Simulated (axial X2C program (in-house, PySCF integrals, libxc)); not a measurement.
# ZrB: properties at the nuclei

Aim: properties at the nuclei of ZrB, with spin–orbit coupling in the Hamiltonian from the start.

Method: two-component X2C with atomic mean-field terms, Zr dyall-cv3z, B dyall-v3z; program: an in-house X2C program for linear molecules on PySCF integrals.

All values are calculated.

## Step 1: The job

Input file task.json:

```json
{"zs": [40, 5], "q": 0, "bas": ["dyall-cv3z", "dyall-v3z"], "r0": 2.39, "levels": ["PBE0", "HF", "PBE", "PBE50", "LDA"], "nst": 3}
```

Keys: zs atomic numbers; q charge; bas basis sets; r0 starting distance in Å; levels methods (HF also brings MP2); nst determinants followed.

The run is started by

```console
$ python soeom.py task.json out
```

Further steps of the session: Expectation values, lowest determinant; Expectation values, a higher determinant; Expectation values, a higher determinant.

Q: Predict the outcome of this session. Wanted: lowest determinant; Eeff magnitude; Ws magnitude Zr; A∥/gI Zr; qzz Zr; higher determinant (for each run or level that gives them).

**Answer**, as computed:

| quantity | value |
| --- | --- |
| lowest determinant | Ω = 1/2 (excess of +ω over −ω: ω = 1/2) |
| Eeff magnitude (GV/cm), PBE0 | 1.99 |
| Ws magnitude Zr (kHz), PBE0 | 1.58 |
| A∥/gI Zr (MHz), PBE0 | 2300 |
| qzz Zr (a.u.), PBE0 | -0.91 |
| higher determinant | Ω = 9/2 (excess of +ω over −ω: ω = 1/2, ω = 3/2, ω = 5/2) |
| Eeff magnitude (GV/cm), PBE0, higher determinant | 1.97 |
| Ws magnitude Zr (kHz), PBE0, higher determinant | 0.173 |
| A∥/gI Zr (MHz), PBE0, higher determinant | 436 |
| qzz Zr (a.u.), PBE0, higher determinant | -0.95 |
| higher determinant | Ω = 5/2 (excess of +ω over −ω: 2 × ω = 1/2, ω = 3/2) |
| Eeff magnitude (GV/cm), PBE0, higher determinant | 2.3 |
| Ws magnitude Zr (kHz), PBE0, higher determinant | 0.401 |
| A∥/gI Zr (MHz), PBE0, higher determinant | 759 |
| qzz Zr (a.u.), PBE0, higher determinant | -3.09 |

In the first state, the effective field runs from 1.94 to 2.54 GV/cm over the mean-field levels. The expectation values come from single determinants, which for open shells can mix terms of unlike spin or miss the lowest Ω, so a determinant need not be a state. Eeff is the effective electric field on the electron dipole moment in this Ω state and Ws the scalar–pseudoscalar constant (defined with the proton number Z and per Ω); A∥ is the parallel hyperfine constant, which follows by multiplying with the nuclear g factor gI = μI/(I μN); qzz is the electric field gradient, eQq0 = 234.96 MHz × Q/barn × qzz; μ is positive if B is the positive end. The operators were transformed with the bare-nucleus X2C matrices. A second determinant lies within 0.1 eV of the first.
